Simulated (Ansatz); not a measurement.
**Co: the order of phases at one pressure**

Aim: bring Co in several structures (hcp, omega, diamond, beta tin) to one pressure and rank them by enthalpy. The pressure is set by scaling the first phase. The runs shown use LAPW. Companion runs by PAW are cited.

Method: DFT, LDA, all-electron LAPW, scalar-relativistic, in Ansatz 0.2.0.

1 further run of the same task is left out (it didn't finish). Runs told in other sessions of the task aren't counted.

## (1) The starting structure

Symmetry: P6_3/mmc, No. 194, hexagonal system. Conventional cell: a = 2.040 Å, b = 2.040 Å, c = 3.306 Å, α = 90.00°, β = 90.00°, γ = 120.00°. Co (site symmetry -6m2) has 12 Co at 2.03 to 2.04 Å in its first shell of neighbours.

As a file:

```
Co
1.0
     2.04036    0.00000    0.00000
    -1.02018    1.76700    0.00000
     0.00000    0.00000    3.30620
Co
2
Cartesian
  0.0000 1.1780 0.8265
  1.0202 0.5890 2.4796
```

Atoms are numbered in the order of the input: Co1, Co2.

## (2) Hcp relaxed under pressure, LAPW

input.yaml reads:

```yaml
crystal:
  lattice:
    - [2.0403594688, 0.0, 0.0]
    - [-1.0201797344, 1.7670031328, 0.0]
    - [0.0, 0.0, 3.3061983691]
  atoms:
    - { symbol: Co, position: [0.3333333333, 0.6666666667, 0.25], spin: 1.7 }
    - { symbol: Co, position: [0.6666666667, 0.3333333333, 0.75], spin: 1.7 }
magnetization:
  spin_polarized: true
kpoints:
  mp_grid: { grid: [21, 21, 12] }
scf:
  occupations: { method: fermi_dirac, width: 0.1 }
hamiltonian:
  xc: lda
  pseudopotentials: { kind: all_electron, lapw: { basis_error: 0.0005 } }
output:
  forces: true
  stress: true
  eigenvalues: true
relax:
  f_tol: 0.005
  max_steps: 12
  cell: { p_target: 450.0, stress_tol: 0.225 }
```

Command:

```sh
$ ansatz run input.yaml --threads 2 --pin off --max-ram 7168MiB --backend cpu --events-out ev --progress --plain --runs-dir out
```

Standard output, shortened:

```text
[...]
LAPW: plane waves up to 12.149 Å⁻¹, error target 5.0e-4 eV per atom; small_component_spin mean_spin; Co in spheres of 0.984 Å, 23 of its electrons in bands, Dirac shells []
[...]
Pseudopotentials: kind: all_electron
Pseudopotential: Co, LAPW, valence charge 23, Koelling and Harmon's equation, gaussian nucleus
Functional definition: SPW92
[...]
Crystal: 2 atoms, lattice volume = 11.920 Å³
Basis set: ecut = 562.306649440783 eV, 373 PW (Γ), exchange–correlation at level 2
Bands: 30, of which v1, the nominal top of the filled ones, is band 23 counted from 1 (22 counted from 0)
Symmetry: 24 space group operations
Space group: P63/mmc (ITA 194), of the structure as read, at distance tolerance 2.3e-5 Å
Magnetic group: BNS 194.263 (UNI 1493), of the structure as read, at distance tolerance 2.3e-5 Å
k-points: 336 of 5292
[...]
Starting moments: Σ|m| = 3.4 μB on 2 of 2 sites
[...]
SCF iter   1: F=—  HF=-75701.099580 eV  |F-HF|=—  |Δ(HF+E_count)|=         —  Δρ=5.98e-2 (↑5.98e-2 ↓5.63e-2)  dr2=2.15e-2  dr2_m=3.54e-1  M=2.094 μB ∫|m|=2.135 μB  β_m=0.30  ethr=4.63e-5  ⟨swp⟩=3.0  Hψ=142043  notcnv=0
[...]
WARN: the starting moments were not kept: the SCF closed with an absolute magnetisation of 2.2e-7 μB, where they sum to 3.4 μB in size (2 sites). That is at most 0.1 of that sum. Measured as dr2_m measures the in/out step, that magnetisation stands 1.2e-14 eV from none, at or under the [...]
relax step   1: F+E_penalty+E_count = -75701.85361300 eV  Δ(F+E_penalty+E_count) = +0.000e0 eV  max|allowed force component| = 6.939e-18 eV/Å  Δτ_max = 0.0000 Å  P = +448.096 GPa  Ω = 11.920 Å³  (11 SCF iters, accepted)
[...]
Starting moments: Σ|m| = 3.4 μB on 2 of 2 sites; this step starts from the density that it was given
[...]
SCF iter   4: F=-75701.808511 eV  HF=-75701.808511 eV  |F-HF|=4.07e-10  |Δ(HF+E_count)|=   3.83e-9  Δρ=5.58e-7 (↑5.57e-7 ↓5.58e-7)  dr2=5.36e-11  dr2_m=2.02e-16  M=0.000 μB ∫|m|=0.000 μB  ethr=9.97e-12 (applied; sched 1.00e-12)  ⟨swp⟩=2.0  Hψ=97412  notcnv=0
[...]
```

## (3) The log goes on: hcp relaxed under pressure, LAPW

The log, continued, shortened:

```text
[...]
relax step   2: F+E_penalty+E_count = -75701.80851145 eV  Δ(F+E_penalty+E_count) = +4.510e-2 eV  max|allowed force component| = 1.850e-17 eV/Å  Δτ_max = 0.0000 Å  P = +450.709 GPa  Ω = 11.904 Å³  (4 SCF iters, accepted)
[...]
relax step   3: F+E_penalty+E_count = -75701.82071042 eV  Δ(F+E_penalty+E_count) = -1.220e-2 eV  max|allowed force component| = 2.197e-17 eV/Å  Δτ_max = 0.0000 Å  P = +450.001 GPa  Ω = 11.908 Å³  (2 SCF iters, accepted)
[...]
relax step   4: F+E_penalty+E_count = -75701.82071056 eV  Δ(F+E_penalty+E_count) = -1.405e-7 eV  max|allowed force component| = 1.850e-17 eV/Å  Δτ_max = 0.0000 Å  P = +450.003 GPa  Ω = 11.908 Å³  stress off target by 4.17e-2 GPa  SCF on the basis re-selected at this cell (its energy is [...]
SCF converged after 3 iterations
Magnetization: 0.0000 μB (23.0000 up, 23.0000 down)
Absolute magnetization: 0.0000 μB (∫|ρ↑−ρ↓|)
[...]
Fermi energy:    37.911597 eV
[...]
--- Forces (eV/Å), atoms counted from 1 ---
  atom   1  Co    -0.00000000     0.00000000     0.00000000
  atom   2  Co     0.00000000    -0.00000000     0.00000000
[...]
--- Stress (GPa, compression-positive) ---
      450.025040       0.000000       0.000000
        0.000000     450.025040       0.000000
        0.000000       0.000000     449.958306
  P = ⅓ Tr σ = 450.0028 GPa (4500.028 kbar)
--- Band table (eV; the first three rows and the last of 672) ---
[...]
--- Relaxed structure (3 steps of the walk, 3 accepted, 1 SCFs on fresh bases) ---
  F+E_penalty+E_count = -75701.82071056 eV   max|allowed force component| = 1.850e-17 eV/Å   (the final SCF, on the basis selected at the relaxed cell)
  cell:  # Å, volume = 11.9082 Å³
    - [2.03976837608201, 0.0, 0.0]
    - [-1.019884188041005, 1.7664912315231511, 0.0]
    - [0.0, 0.0, 3.304856698403183]
  atoms:
    - { symbol: Co, position: [0.33333333333333337, 0.6666666666666667, 0.25] }
    - { symbol: Co, position: [0.6666666666666667, 0.33333333333333337, 0.75] }
```

Wall time 5.3 min (2 threads of Intel Xeon Platinum 8259CL at 2.50GHz (Skylake/Cascade Lake), shared host); peak memory 1.9 GiB.

The steps of the relaxation:

```csv
step,energy from step 1 (eV/cell),largest force component (eV/Å),pressure (GPa),volume (Å³)
1,0.0000,0.0000,448.10,11.92
2,0.0451,0.0000,450.71,11.90
3,0.0329,0.0000,450.00,11.91
4,0.0329,0.0000,450.00,11.91
```

Step 1 is the start. Step 4 repeats the geometry before on a plane-wave basis chosen anew for that cell, so the energy can jump there without any move; the table keeps such jumps.

| input's cell | before | after | change |
| --- | --- | --- | --- |
| a (Å) | 2.040 | 2.040 | -0.0 % |
| b (Å) | 2.040 | 2.040 | -0.0 % |
| c (Å) | 3.306 | 3.305 | -0.0 % |
| volume (Å³/atom) | 5.96 | 5.95 | -0.1 % |

Result: pressure 450.00 GPa; no gap.

## (4) Omega relaxed under pressure, LAPW

input.yaml reads:

```yaml
crystal:
  lattice:
    - [3.2526805736, 0.0, 0.0]
    - [-1.6263402868, 2.8169040071, 0.0]
    - [0.0, 0.0, 1.9668033097]
  atoms:
    - { symbol: Co, position: [0.0, 0.0, 0.0], spin: 1.7 }
    - { symbol: Co, position: [0.3333333333, 0.6666666667, 0.5], spin: 1.7 }
    - { symbol: Co, position: [0.6666666667, 0.3333333333, 0.5], spin: 1.7 }
magnetization:
  spin_polarized: true
kpoints:
  mp_grid: { grid: [11, 11, 15] }
scf:
  occupations: { method: fermi_dirac, width: 0.1 }
hamiltonian:
  xc: lda
  pseudopotentials: { kind: all_electron, lapw: { basis_error: 0.0005 } }
output:
  forces: true
  stress: true
  eigenvalues: true
relax:
  f_tol: 0.005
  max_steps: 12
  cell: { p_target: 450.0, stress_tol: 0.225 }
```

Command:

```sh
$ ansatz run input.yaml --threads 2 --pin off --max-ram 7168MiB --backend cpu --events-out ev --progress --plain --runs-dir out
```

Standard output, shortened:

```text
[...]
LAPW: plane waves up to 13.218 Å⁻¹, error target 5.0e-4 eV per atom; small_component_spin mean_spin; Co in spheres of 0.911 Å, 25 of its electrons in bands, Dirac shells []
[...]
[... 1 set-up line as earlier in the session ...]
Pseudopotential: Co, LAPW, valence charge 25, Koelling and Harmon's equation, gaussian nucleus
[... 1 set-up line as earlier in the session ...]
[...]
Crystal: 3 atoms, lattice volume = 18.021 Å³
Basis set: ecut = 665.6997082542266 eV, 681 PW (Γ), exchange–correlation at level 2
Bands: 49, of which v1, the nominal top of the filled ones, is band 38 counted from 1 (37 counted from 0)
[... 1 set-up line as earlier in the session ...]
Space group: P6/mmm (ITA 191), of the structure as read, at distance tolerance 2.6e-5 Å
Magnetic group: BNS 191.233 (UNI 1463), of the structure as read, at distance tolerance 2.6e-5 Å
k-points: 128 of 1815
[...]
Starting moments: Σ|m| = 5.1 μB on 3 of 3 sites
[...]
SCF iter   1: F=—  HF=-113551.201856 eV  |F-HF|=—  |Δ(HF+E_count)|=         —  Δρ=5.45e-2 (↑5.45e-2 ↓5.07e-2)  dr2=5.78e-2  dr2_m=4.26e-1  M=3.381 μB ∫|m|=3.417 μB  β_m=0.30  ethr=7.65e-5  ⟨swp⟩=3.0  Hψ=82518  notcnv=0
[...]
the basis was enlarged: its passes take 1.6 MiB over the memory plan, 2 of 2 planned eigensolver slots
[...]
WARN: the starting moments were not kept: the SCF closed with an absolute magnetisation of 4.2e-7 μB, where they sum to 5.1 μB in size (3 sites). That is at most 0.1 of that sum. Measured as dr2_m measures the in/out step, that magnetisation stands 4.5e-14 eV from none, at or under the [...]
relax step   1: F+E_penalty+E_count = -113552.02097640 eV  Δ(F+E_penalty+E_count) = +0.000e0 eV  max|allowed force component| = 2.776e-17 eV/Å  Δτ_max = 0.0000 Å  P = +447.911 GPa  Ω = 18.021 Å³  (16 SCF iters, accepted)
[...]
relax step   2: F+E_penalty+E_count = -113551.96112365 eV  Δ(F+E_penalty+E_count) = +5.985e-2 eV  max|allowed force component| = 7.710e-17 eV/Å  Δτ_max = 0.0000 Å  P = +450.174 GPa  Ω = 17.999 Å³  (4 SCF iters, accepted)
[...]
```

## (5) The output, continued: omega relaxed under pressure, LAPW

The log, continued, shortened:

```text
Basis set: ecut = 666.1850153354777 eV, 681 PW (Γ), exchange–correlation at level 2
[...]
SCF iter   1: F=—  HF=-113551.965807 eV  |F-HF|=—  |Δ(HF+E_count)|=         —  Δρ=4.37e-6 (↑4.37e-6 ↓4.37e-6)  dr2=7.50e-9  dr2_m=2.51e-15  M=-0.000 μB ∫|m|=0.000 μB  β_m=0.65  ethr=3.60e-11 (applied; sched 2.85e-11)  ⟨swp⟩=4.9  Hψ=72387  notcnv=0
[...]
relax step   3: F+E_penalty+E_count = -113551.96580703 eV  Δ(F+E_penalty+E_count) = -4.683e-3 eV  max|allowed force component| = 3.701e-17 eV/Å  Δτ_max = 0.0000 Å  P = +449.998 GPa  Ω = 18.001 Å³  (2 SCF iters, accepted)
[...]
relax step   4: F+E_penalty+E_count = -113551.96580708 eV  Δ(F+E_penalty+E_count) = -4.897e-8 eV  max|allowed force component| = 3.701e-17 eV/Å  Δτ_max = 0.0000 Å  P = +449.998 GPa  Ω = 18.001 Å³  stress off target by 3.92e-2 GPa  SCF on the basis re-selected at this cell (its energy is [...]
--- Stress (GPa, compression-positive) ---
      449.977405       0.000000       0.000000
        0.000000     449.977405       0.000000
        0.000000       0.000000     450.039215
  P = ⅓ Tr σ = 449.9980 GPa (4499.980 kbar)
--- Band table (eV; the first three rows and the last of 256) ---
[...]
--- Relaxed structure (3 steps of the walk, 3 accepted, 1 SCFs on fresh bases) ---
  F+E_penalty+E_count = -113551.96580708 eV   max|allowed force component| = 3.701e-17 eV/Å   (the final SCF, on the basis selected at the relaxed cell)
  cell:  # Å, volume = 18.0011 Å³
    - [3.2514720298837436, -1.0831986012680231e-32, 4.34172384076676e-20]
    - [-1.6257360149418718, 2.8158573775738773, -2.17086192038338e-20]
    - [2.6253167584862042e-20, 0.0, 1.966115276586275]
  atoms:
    - { symbol: Co, position: [-2.4400563714587728e-36, 9.792642571278033e-37, 0.0] }
    - { symbol: Co, position: [0.33333333333333337, 0.6666666666666667, 0.4999999999999999] }
    - { symbol: Co, position: [0.6666666666666666, 0.33333333333333337, 0.4999999999999999] }
```

Run time: 5.8 min. Hardware: 2 threads of Intel Xeon Platinum 8259CL at 2.50GHz (Skylake/Cascade Lake), shared host; peak memory 1.5 GiB.

Relaxation path:

```csv
step,energy from step 1 (eV/cell),largest force component (eV/Å),pressure (GPa),volume (Å³)
1,0.0000,0.0000,447.91,18.02
2,0.0599,0.0000,450.17,18.00
3,0.0552,0.0000,450.00,18.00
4,0.0552,0.0000,450.00,18.00
```

Step 1 is the start. Step 4 repeats the geometry before on a plane-wave basis chosen anew for that cell, so the energy can jump there without any move; the table keeps such jumps.

| input's cell | before | after | change |
| --- | --- | --- | --- |
| a (Å) | 3.253 | 3.251 | -0.0 % |
| b (Å) | 3.253 | 3.251 | -0.0 % |
| c (Å) | 1.967 | 1.966 | -0.0 % |
| volume (Å³/atom) | 6.01 | 6.00 | -0.1 % |

In short: pressure 450.00 GPa; no gap.

## (6) Diamond relaxed under pressure, LAPW

input.yaml reads:

```yaml
crystal:
  lattice:
    - [0.0, 1.9336905891, 1.9336905891]
    - [1.9336905891, 0.0, 1.9336905891]
    - [1.9336905891, 1.9336905891, 0.0]
  atoms:
    - { symbol: Co, position: [-0.125, -0.125, -0.125], spin: 1.7 }
    - { symbol: Co, position: [0.125, 0.125, 0.125], spin: 1.7 }
magnetization:
  spin_polarized: true
kpoints:
  mp_grid: { grid: [17, 17, 17] }
scf:
  occupations: { method: fermi_dirac, width: 0.1 }
hamiltonian:
  xc: lda
  pseudopotentials: { kind: all_electron, lapw: { basis_error: 0.0005 } }
output:
  forces: true
  stress: true
  eigenvalues: true
relax:
  f_tol: 0.005
  max_steps: 12
  cell: { p_target: 450.0, stress_tol: 0.225 }
```

Command:

```sh
$ ansatz run input.yaml --threads 2 --pin off --max-ram 7168MiB --backend cpu --events-out ev --progress --plain --runs-dir out
```

Standard output, shortened:

```text
[...]
LAPW: plane waves up to 14.928 Å⁻¹, error target 5.0e-4 eV per atom; small_component_spin mean_spin; Co in spheres of 0.812 Å, 25 of its electrons in bands, Dirac shells []
[...]
[... 3 set-up lines as earlier in the session ...]
[...]
Crystal: 2 atoms, lattice volume = 14.461 Å³
Basis set: ecut = 849.0693967572888 eV, 869 PW (Γ), exchange–correlation at level 2
Bands: 33, of which v1, the nominal top of the filled ones, is band 25 counted from 1 (24 counted from 0)
Symmetry: 48 space group operations
Space group: Fd-3m (ITA 227), of the structure as read, at distance tolerance 2.4e-5 Å
Magnetic group: BNS 227.128 (UNI 1630), of the structure as read, at distance tolerance 2.4e-5 Å
k-points: 165 of 4913
[...]
Starting moments: Σ|m| = 3.4 μB on 2 of 2 sites
[...]
SCF iter   1: F=—  HF=-75694.596131 eV  |F-HF|=—  |Δ(HF+E_count)|=         —  Δρ=1.27e-1 (↑7.77e-2 ↓1.27e-1)  dr2=1.01e0  dr2_m=1.21e0  M=1.431 μB ∫|m|=1.433 μB  β_m=0.30  ethr=2.02e-3  ⟨swp⟩=2.0  Hψ=67458  notcnv=0
[...]
spin=Collinear: Kerker preconditioning applied to the charge; magnetization (m = ρ↑ − ρ↓) channel mixes plain (no charge-response kernel on spin).
[...]
the basis was enlarged: its passes take 557.2 KiB over the memory plan, 2 of 2 planned eigensolver slots
[...]
WARN: the starting moments were not kept: the SCF closed with an absolute magnetisation of 2.0e-7 μB, where they sum to 3.4 μB in size (2 sites). That is at most 0.1 of that sum. Measured as dr2_m measures the in/out step, that magnetisation stands 7.8e-15 eV from none, at or under the [...]
relax step   1: F+E_penalty+E_count = -75695.62392850 eV  Δ(F+E_penalty+E_count) = +0.000e0 eV  max|allowed force component| = 1.850e-17 eV/Å  Δτ_max = 0.0000 Å  P = +451.900 GPa  Ω = 14.461 Å³  (12 SCF iters, accepted)
[...]
relax step   2: F+E_penalty+E_count = -75695.69016641 eV  Δ(F+E_penalty+E_count) = -6.624e-2 eV  max|allowed force component| = 2.776e-16 eV/Å  Δτ_max = 0.0000 Å  P = +449.138 GPa  Ω = 14.484 Å³  (5 SCF iters, accepted)
[...]
```

## (7) More of the same log: diamond relaxed under pressure, LAPW

Output, continued, shortened:

```text
[...]
SCF iter   1: F=—  HF=-75695.669510 eV  |F-HF|=—  |Δ(HF+E_count)|=         —  Δρ=2.36e-5 (↑2.36e-5 ↓2.36e-5)  dr2=1.42e-7  dr2_m=7.71e-18  M=-0.000 μB ∫|m|=0.000 μB  β_m=0.65  ethr=2.49e-10  ⟨swp⟩=4.7  Hψ=57480  notcnv=0
[...]
relax step   3: F+E_penalty+E_count = -75695.66950976 eV  Δ(F+E_penalty+E_count) = +2.066e-2 eV  max|allowed force component| = 5.736e-16 eV/Å  Δτ_max = 0.0000 Å  P = +450.003 GPa  Ω = 14.477 Å³  (4 SCF iters, accepted)
[...]
relax step   4: F+E_penalty+E_count = -75695.66950978 eV  Δ(F+E_penalty+E_count) = -2.387e-8 eV  max|allowed force component| = 5.181e-16 eV/Å  Δτ_max = 0.0000 Å  P = +450.001 GPa  Ω = 14.477 Å³  stress off target by 9.42e-4 GPa  SCF on the basis re-selected at this cell (its energy is [...]
SCF converged after 3 iterations
Magnetization: 0.0000 μB (25.0000 up, 25.0000 down)
Absolute magnetization: 0.0000 μB (∫|ρ↑−ρ↓|)
[...]
--- Forces (eV/Å), atoms counted from 1 ---
  atom   1  Co     0.00000000     0.00000000     0.00000000
  atom   2  Co    -0.00000000    -0.00000000    -0.00000000
[...]
--- Stress (GPa, compression-positive) ---
      450.000942       0.000000       0.000000
        0.000000     450.000942       0.000000
        0.000000       0.000000     450.000942
  P = ⅓ Tr σ = 450.0009 GPa (4500.009 kbar)
--- Band table (eV; the first three rows and the last of 330) ---
[...]
--- Relaxed structure (3 steps of the walk, 3 accepted, 1 SCFs on fresh bases) ---
  F+E_penalty+E_count = -75695.66950978 eV   max|allowed force component| = 5.181e-16 eV/Å   (the final SCF, on the basis selected at the relaxed cell)
  cell:  # Å, volume = 14.4769 Å³
    - [3.7419138366576983e-34, 1.9344121647614076, 1.9344121647614076]
    - [1.9344121647614076, 3.427433844002423e-34, 1.9344121647614076]
    - [1.9344121647614076, 1.9344121647614076, 6.727483387182458e-35]
  atoms:
    - { symbol: Co, position: [-0.125, -0.125, -0.125] }
    - { symbol: Co, position: [0.125, 0.125, 0.125] }
```

It took 4.3 min on 2 threads of Intel Xeon Platinum 8259CL at 2.50GHz (Skylake/Cascade Lake), shared host; peak memory 1.3 GiB.

Relaxation path:

```csv
step,energy from step 1 (eV/cell),largest force component (eV/Å),pressure (GPa),volume (Å³)
1,0.0000,0.0000,451.90,14.46
2,-0.0662,0.0000,449.14,14.48
3,-0.0456,0.0000,450.00,14.48
4,-0.0456,0.0000,450.00,14.48
```

Step 1 is the start. Step 4 repeats the geometry before on a plane-wave basis chosen anew for that cell, so the energy can jump there without any move; the table keeps such jumps.

| input's cell | before | after | change |
| --- | --- | --- | --- |
| a (Å) | 2.735 | 2.736 | +0.0 % |
| b (Å) | 2.735 | 2.736 | +0.0 % |
| c (Å) | 2.735 | 2.736 | +0.0 % |
| volume (Å³/atom) | 7.23 | 7.24 | +0.1 % |

This run gives: pressure 450.00 GPa; no gap.

## (8) All runs together

The PAW rows are taken from companion runs at the same settings.

Enthalpy per atom, H = F + pV at p = 450 GPa, from each method's lowest phase:

| method | start | space group, start → end | volume (Å³/atom) | pressure (GPa) | enthalpy (meV/atom) |
| --- | --- | --- | --- | --- | --- |
| LAPW | hcp | P6_3/mmc → P6_3/mmc | 5.954 | 450.0 | 0.0 |
| LAPW | omega | P6/mmm → P6/mmm | 6.000 | 450.0 | 385.1 |
| LAPW | diamond | Fd-3m → Fd-3m | 7.238 | 450.0 | 6683.0 |
| PAW | hcp | P6_3/mmc → P6_3/mmc | 5.960 | 450.0 | 0.0 |
| PAW | omega | P6/mmm → P6/mmm | 6.007 | 450.1 | 390.5 |
| PAW | beta tin | I4_1/amd → I4_1/amd | 6.201 | 450.0 | 1691.0 |
| PAW | diamond | Fd-3m → Fd-3m | 7.230 | 450.0 | 6687.5 |

## (9) Summary of results

```
     quantity                            value
     pressure                          450 GPa
lowest (LAPW)  hcp, 385.1 meV/atom under omega
 lowest (PAW)  hcp, 390.5 meV/atom under omega
```

In words: By LAPW the order is hcp < omega < diamond. By PAW the order is hcp < omega < beta tin < diamond. Only these structures were tried, with electrons smeared by 0.1 eV and without vibrations, so the true ground state may be another. The k meshes differ between phases and weren't tested, which can move differences by some meV.
